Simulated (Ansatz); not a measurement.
MnS:

```
Mn S
1.0
     0.00000    2.61225    2.61225
     2.61225    0.00000    2.61225
     2.61225    2.61225    0.00000
Mn S
1 1
Cartesian
  0.0000 0.0000 0.0000
  2.6122 2.6122 2.6122
```

Base run:

| Property | Result |
| --- | --- |
| Program | Ansatz 0.2.0 |
| Functional | PBE |
| Potentials or basis | Ansatz PAW |
| Cutoff | 420 eV |
| Density cutoff | 1680 eV |
| k mesh | 6 × 6 × 6 |
| Occupations | gaussian, width 0.05 eV |
| Spin | collinear spin, ferromagnetic start |
| Starting moments | [4.0, 0.0] μB |
| Hubbard terms | Mn d U = 3 eV |

Its results: band gap on the k mesh 0.51 eV, indirect (least direct gap 2.18 eV); pressure 3.3 GPa; net moment 5.00 μB per cell; site moments Mn +4.48; S +0.14 μB.

Q: The run is repeated on the same cell with these changes: functional from PBE to PBEsol; hubbard terms from Mn d U = 3 eV to Mn d U = 2 eV. What comes out?

A: Band gap on the k mesh none (metal or under the smearing width); pressure -2.0 GPa; net moment 4.97 μB per cell; site moments Mn +4.42; S +0.15 μB.

Several settings changed at once, so the effect can't be laid on one alone.

Caveats: the magnetic or orbital state may not be the lowest; a cell with one magnetic atom can't hold antiferromagnetic order, which such compounds often take; the PAW data sets come from PBE, with cores solved anew for the run's functional, which leaves a small shift of forces and pressure (some runs).

A k mesh can miss the band edges.

Not every run made on this cell is shown here.
